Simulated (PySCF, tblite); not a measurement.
# C3H3F2GeSe radical: geometry, infrared bands and EPR parameters

What infrared bands and EPR parameters should C3H3F2GeSe radical (`FC1(F)[C]=[CH][GeH2][Se]1`) show?

The runs use tblite 0.8.0 and PySCF 2.14.0, with density-fitted response routines of our own; the level of theory stands in each step. All values are computed, except where a source is named. Atoms count from 0, in the outputs and in this text.

### Step 1. The starting structure

10 atoms, charge 0, multiplicity 2; geometry from: force field or distance geometry start.

Bonds of the start (Å): F0–C1 1.40, C1–F2 1.38, C1–C3 1.51, C3–C4 1.34, C4–Ge5 1.89, Ge5–Se6 2.33, Se6–C1 1.96, C4–H7 1.09, Ge5–H8 1.55, Ge5–H9 1.55.

### Step 2. Optimising the geometry with GFN2-xTB

What the job is given:

```
{"job": {"kind": "relax", "xc": "GFN2-xTB", "basis": "xTB"}, "charge": 0, "multiplicity": 2}
F      2.222700    -0.084000     0.746600
C      1.460500    -0.373300    -0.385600
F      2.327500    -0.770400    -1.387200
C      0.721500     0.870500    -0.813100
C     -0.524700     1.096000    -0.386800
Ge    -1.353000    -0.276600     0.618900
Se     0.259000    -1.862800     0.052200
H     -1.044000     2.008600    -0.667500
H     -1.313800     0.047600     2.137300
H     -2.746900    -0.651000     0.062800
```

On the command line:

```bash
> OMP_NUM_THREADS=1 python probes_run.py task.json out
```

One launch serves the whole session: the jobs run in the order shown.

Output:

```text
step      E/eV     max force
  0    -609.80695    3.461
  1    -610.06195    2.035
  2    -610.15708    0.958
  3    -610.18311    0.536
  4    -610.20697    0.610
  5    -610.23000    0.555
  6    -610.23795    0.257
  7    -610.24166    0.151
  8    -610.24565    0.341
  9    -610.25105    0.453
 10    -610.25577    0.321
 11    -610.25883    0.182
 12    -610.26139    0.162
 13    -610.26445    0.318
 14    -610.26776    0.326
 15    -610.27060    0.170
 16    -610.27266    0.156
 17    -610.27455    0.179
 18    -610.27680    0.251
 19    -610.27924    0.196
 20    -610.28191    0.183
 21    -610.28554    0.203
 22    -610.29083    0.352
 23    -610.29713    0.415
 24    -610.30284    0.320
 25    -610.30691    0.201
 26    -610.31039    0.281
 27    -610.31464    0.363
 28    -610.32000    0.322
 29    -610.32194    0.444
 30    -610.32996    0.216
 31    -610.33490    0.197
 32    -610.34208    0.347
 33    -610.34772    0.342
 34    -610.35816    0.287
 35    -610.39960    0.699
 36    -610.42930    0.515
 37    -610.47009    0.395
 38    -610.48390    0.349
 39    -610.50145    0.351
 40    -610.51945    0.523
 41    -610.53396    0.359
 42    -610.54443    0.317
 43    -610.55486    0.312
 44    -610.56758    0.420
 45    -610.57742    0.386
 46    -610.58239    0.278
 47    -610.58548    0.168
 48    -610.58793    0.195
 49    -610.59528    0.299
 50    -610.60110    0.220
 51    -610.60547    0.161
 52    -610.60875    0.125
 53    -610.61163    0.209
 54    -610.61426    0.192
 55    -610.61616    0.089
 56    -610.61746    0.084
 57    -610.61856    0.114
 58    -610.61959    0.120
 59    -610.62073    0.085
 60    -610.62193    0.106
 61    -610.62331    0.133
 62    -610.62493    0.195
 63    -610.62644    0.157
 64    -610.62740    0.067
 65    -610.62789    0.076
 66    -610.62823    0.077
 67    -610.62849    0.066
 68    -610.62862    0.035
 69    -610.62870    0.027
 70    -610.62880    0.049
 71    -610.62896    0.061
 72    -610.62913    0.062
 73    -610.62924    0.037
 74    -610.62928    0.017
 75    -610.62929    0.014
 76    -610.62930    0.013
 77    -610.62932    0.011
 78    -610.62932    0.006
```

Wall time 0.76 s (1 thread of Arm Neoverse N1, shared host); peak memory 0.18 GiB.

Along the way: (not every step is listed)

```csv
step,energy from step 0 (eV),largest force (eV/Å)
0,0.0000,3.4612
1,-0.2550,2.0352
2,-0.3501,0.9583
3,-0.3762,0.5362
4,-0.4000,0.6101
5,-0.4230,0.5552
6,-0.4310,0.2570
7,-0.4347,0.1508
8,-0.4387,0.3413
14,-0.4608,0.3256
20,-0.4750,0.1828
26,-0.5034,0.2808
32,-0.5351,0.3474
38,-0.6769,0.3495
44,-0.7606,0.4198
50,-0.7941,0.2204
56,-0.8105,0.0842
62,-0.8180,0.1946
68,-0.8217,0.0350
73,-0.8223,0.0365
74,-0.8223,0.0172
75,-0.8223,0.0142
76,-0.8223,0.0135
77,-0.8224,0.0107
78,-0.8224,0.0062
```

Close pairs (by a distance rule), those that changed most:

```csv
bond,before (Å),after (Å),change (Å)
C1–Se6,1.963,4.253,+2.290
C1–C3,1.509,1.302,-0.206
C4–Ge5,1.892,1.994,+0.101
F0–C1,1.395,1.333,-0.062
C1–F2,1.383,1.333,-0.050
Ge5–Se6,2.331,2.284,-0.047
C3–C4,1.336,1.289,-0.047
Ge5–H8,1.553,1.514,-0.039
```

The next job starts from the end point, and lists it.

### Step 3. Vibrational analysis with GFN2-xTB

What the job is given:

```
{"job": {"kind": "ir", "xc": "GFN2-xTB", "basis": "xTB"}, "charge": 0, "multiplicity": 2}
F      3.102949     0.208887    -0.035366
C      2.025170     0.138840    -0.816619
F      2.356331    -0.348954    -2.012538
C      0.839087     0.565792    -0.489555
C     -0.359338     0.847690    -0.106410
Ge    -1.623009    -0.454531     0.719562
Se    -0.588955    -2.370700     1.409146
H     -0.760255     1.845015    -0.229647
H     -2.289618     0.292328     1.855925
H     -2.693480    -0.719714    -0.317025
```

Output:

```text
mode    cm-1     km/mol
  1      13.5      0.12
  2      38.4      0.34
  3      94.1      0.30
  4     116.4      3.42
  5     183.5      0.20
  6     270.1      4.35
  7     300.8      7.35
  8     369.4     39.83
  9     414.4     15.15
 10     440.5      5.50
 11     525.5      0.20
 12     546.2      2.13
 13     569.7      8.31
 14     606.4    107.90
 15     755.0     32.71
 16     803.0     85.54
 17     813.8    316.26
 18    1080.4    108.36
 19    1133.3    247.14
 20    1410.1    397.64
 21    1853.4    230.43
 22    1909.3    447.46
 23    2031.4    448.61
 24    3005.5      9.47
```

Wall time 0.48 s (1 thread of Arm Neoverse N1, shared host); peak memory 0.18 GiB.

The strongest bands and the atoms that carry them (share of the mass-weighted mode):

```csv
cm⁻¹,km/mol,atoms
606,107.9,"H8 64 %, H9 18 %"
814,316.3,"H8 25 %, H9 24 %, F2 16 %, F0 16 %"
1080,108.4,H7 82 %
1133,247.1,"C1 70 %, F0 15 %, F2 15 %"
1410,397.6,"C1 55 %, C4 35 %"
1853,230.4,"H8 53 %, H9 46 %"
1909,447.5,"H9 53 %, H8 46 %"
2031,448.6,"C3 66 %, C1 19 %, C4 14 %"
```

The optimised geometry no longer has the bonds of the starting formula, so what follows describes that rearranged structure.

### Step 4. EPR parameters: B3LYP/def2-TZVP-core+pcH-1

The job, as its differences from that of step 3:

```diff
@@ -1,2 +1,2 @@
-{"job": {"kind": "ir", "xc": "GFN2-xTB", "basis": "xTB"}, "charge": 0, "multiplicity": 2}
+{"job": {"kind": "epr", "basis": "pcH-1"}, "charge": 0, "multiplicity": 2}
 F      3.102949     0.208887    -0.035366
```

Level: UKS B3LYP, def2-TZVP-core on Ge Se, pcH-1 on C F H, non-relativistic, mean-field spin-orbit, GIAO.

Output:

```text
UKS, coarse grid
  cycle   1  E = -4794.09107661  |g| = 2.01e+00
  cycle   2  E = -4790.75233611  |g| = 1.94e+00
  cycle   3  E = -4789.28265863  |g| = 2.37e+00
  cycle   4  E = -4794.06068780  |g| = 6.34e-01
  cycle   5  E = -4794.27181442  |g| = 3.95e-01
  cycle   6  E = -4794.38487202  |g| = 1.56e-01
  cycle   7  E = -4794.39926848  |g| = 8.65e-02
  cycle   8  E = -4794.40164596  |g| = 7.02e-02
  cycle   9  E = -4794.40458411  |g| = 3.33e-02
  cycle  10  E = -4794.40549491  |g| = 1.01e-02
  cycle  11  E = -4794.40559087  |g| = 4.35e-03
  cycle  12  E = -4794.40561998  |g| = 2.44e-03
  cycle  13  E = -4794.40564597  |g| = 1.97e-03
  cycle  14  E = -4794.40567126  |g| = 1.92e-03
  cycle  15  E = -4794.40568157  |g| = 1.85e-03
  cycle  16  E = -4794.40570450  |g| = 1.98e-03
  cycle  17  E = -4794.40571312  |g| = 1.80e-03
  cycle  18  E = -4794.40575068  |g| = 1.85e-03
  cycle  19  E = -4794.40576522  |g| = 1.92e-03
  cycle  20  E = -4794.40576490  |g| = 1.82e-03
  cycle  21  E = -4794.40580755  |g| = 1.81e-03
  cycle  22  E = -4794.40584269  |g| = 1.84e-03
  cycle  23  E = -4794.40589561  |g| = 1.88e-03
  cycle  24  E = -4794.40592981  |g| = 1.74e-03
  cycle  25  E = -4794.40593031  |g| = 1.75e-03
  cycle  26  E = -4794.40601679  |g| = 1.80e-03
  cycle  27  E = -4794.40607590  |g| = 1.88e-03
  cycle  28  E = -4794.40609813  |g| = 1.93e-03
  cycle  29  E = -4794.40613887  |g| = 1.89e-03
  cycle  30  E = -4794.40611631  |g| = 1.84e-03
  cycle  31  E = -4794.40637886  |g| = 4.69e-03
  cycle  32  E = -4794.40636825  |g| = 3.10e-03
  cycle  33  E = -4794.40620707  |g| = 2.71e-03
  cycle  34  E = -4794.40633346  |g| = 2.25e-03
  cycle  35  E = -4794.40625895  |g| = 1.52e-03
  cycle  36  E = -4794.40630937  |g| = 1.57e-03
  cycle  37  E = -4794.40634787  |g| = 1.88e-03
  cycle  38  E = -4794.40635255  |g| = 1.63e-03
  cycle  39  E = -4794.40631818  |g| = 1.52e-03
  cycle  40  E = -4794.40633692  |g| = 1.39e-03
UKS, final grid
  cycle   1  E = -4794.40643690  |g| = 1.44e-03
  cycle   2  E = -4794.40644858  |g| = 1.91e-03
  cycle   3  E = -4794.40645415  |g| = 1.14e-03
  cycle   4  E = -4794.40646463  |g| = 1.11e-03
  cycle   5  E = -4794.40653512  |g| = 1.00e-03
  cycle   6  E = -4794.40656623  |g| = 9.60e-04
  cycle   7  E = -4794.40656994  |g| = 8.91e-04
  cycle   8  E = -4794.40666834  |g| = 2.45e-03
  cycle   9  E = -4794.40663924  |g| = 1.41e-03
  cycle  10  E = -4794.40668142  |g| = 1.44e-03
  cycle  11  E = -4794.40668765  |g| = 2.03e-03
  cycle  12  E = -4794.40668734  |g| = 1.11e-03
  cycle  13  E = -4794.40669063  |g| = 5.74e-04
  cycle  14  E = -4794.40669288  |g| = 7.76e-04
  cycle  15  E = -4794.40669321  |g| = 4.65e-04
  cycle  16  E = -4794.40669341  |g| = 1.31e-04
  cycle  17  E = -4794.40669342  |g| = 9.33e-06
  cycle  18  E = -4794.40669342  |g| = 4.45e-06
E = -4794.40669342 Eh   <S^2> = 0.7529 (exact 0.7500)
g shifts (ppm)      1          2          3
  rmc          -227       -227       -227
  gc            -35         53         50
  oz_so         279     145272    3822879
  total         137     145110    3823085
hyperfine (MHz)  atom isotope    a_iso     a_fc   dipolar eigenvalues
    0   19F       0.14       0.14     -1.30     -1.16      2.46
    1   13C       0.16       0.16     -0.37     -0.32      0.69
    2   19F      -0.08      -0.08     -0.80     -0.68      1.48
    3   13C      -0.38      -0.38     -0.55     -0.20      0.75
    4   13C      -2.32      -2.32     -0.51     -0.19      0.70
    5  73Ge      14.76      14.76     -0.47     -0.40      0.87
    6  77Se     -55.23     -55.23   -408.53   -401.49    810.02
    7    1H      -0.32      -0.32     -0.83     -0.66      1.49
    8    1H      48.50      48.50     -1.88     -1.65      3.53
    9    1H      73.98      73.98     -1.94     -1.61      3.54
```

It took 12 min on 1 thread of Arm Neoverse N1, shared host; peak memory 1.1 GiB.

Principal g values 2.00246, 2.14743, 5.82540; g(iso) = 3.32510, against 2.00232 for a free electron. They are not to be trusted: the run shows a large g shift, which the driver flags as unsure.

Hyperfine couplings, nucleus by nucleus at this fixed geometry (no averaging over rotations):

```csv
nuclei,isotope,a(iso) (MHz),"a(iso) (G, at g = 2.0023)",largest dipolar term (MHz)
H9,1H,74.0,26.4,3.5
Se6,77Se,-55.2,-19.7,810.0
H8,1H,48.5,17.3,3.5
Ge5,73Ge,14.8,5.3,0.9
C4,13C,-2.3,-0.8,0.7
C3,13C,-0.4,-0.1,0.7
H7,1H,-0.3,-0.1,1.5
C1,13C,0.2,0.1,0.7
F0,19F,0.1,0.0,2.5
F2,19F,-0.1,0.0,1.5
```

Mulliken spin populations:

```csv
atom,value (e)
F0,0.00
C1,0.00
F2,0.00
C3,0.00
C4,0.00
Ge5,-0.03
Se6,0.97
H7,0.00
H8,0.02
H9,0.04
```

Orbitals, density, ELF and potential are computed afterwards from the orbital file.

ELF in a plane through or near 6 of the atoms.

Ten even steps from ' ' (0.00) to '@' (0.99):
```
                                                        
                                                        
                                                        
                              ..                        
                          ++@@@@%%::                    
                          %%@@@@@@++                    
            ..--====--....##@@@@@@--                    
            ..--**####****++==%%##::    ......          
            ..==%%@@**--##++##++%%++::::----::          
            ::==--##====--##**@@##..==..====--..        
            ::--++==@@%%**::::==::**--++::--::          
            ..::==##%%**::    ----..::..::::            
                ..--==..    --**####**++--..            
                        ..**%%##--::==##**==..          
                      ..++%%@@--==##::%%%%##++..        
                      ::**%%%%**::==--%%%%%%++..        
                      ..--**##%%####%%%%%%##--          
                          ::--==++++****++--            
                              ....::::::..              
                                                        
```
The map spans 11.0 Å across and 10.2 Å up, centred on the molecule. Atoms in the plane (x, y in Å): C1 (-2.2, -0.1), C3 (-1.0, 0.5), C4 (0.2, 0.9), Ge5 (1.8, -0.3), Se6 (1.3, -2.5), H7 (0.4, 2.0).

On the surface of density 0.002 e/bohr³ the electrostatic potential runs, from the 1st to the 99th percentile, from -0.59 V near F0 to 1.35 V near H7.

The spin density lies nearest to Se6 90 %.

### Step 5. Outcome

| quantity | value |
| --- | --- |
| strongest single infrared mode (GFN2-xTB) | 2031 cm⁻¹, 449 km/mol |
| zero-point energy (GFN2-xTB) | 27.6 kcal/mol |
| g(iso) (B3LYP) | 3.32510 |
| ⟨S²⟩ | 0.753 (exact 0.75) |
| largest a(iso) | 1H on H9, 74.0 MHz |
| surface potential, 1st and 99th percentile | -0.59 V and 1.35 V |
| property runs in this session | 1, of which 0 failed and 1 gave unsound results |

**Reading.** Over 78 steps the energy fell by 0.822 eV; of the close pairs, C1–Se6 changed most, 1.963 to 4.253 Å. All 24 modes are real, so the xTB geometry is a minimum. The strongest single mode, at 2031 cm⁻¹, moves mainly C3. GFN2-xTB is a fitted tight-binding method: band positions and strengths are rough. Its intensities can rank the bands wrongly. The structure rearranged or came apart on optimisation; the results belong to the end geometry, not to the formula as drawn. Se6 carries the largest spin population, 0.97 e. The isotropic g lies 1322.8 ppt above the free-electron value. These values are not to be trusted: the run shows a large g shift, which the driver flags as unsure. The hyperfine terms hold no scalar relativity, which the heavier nuclei need.
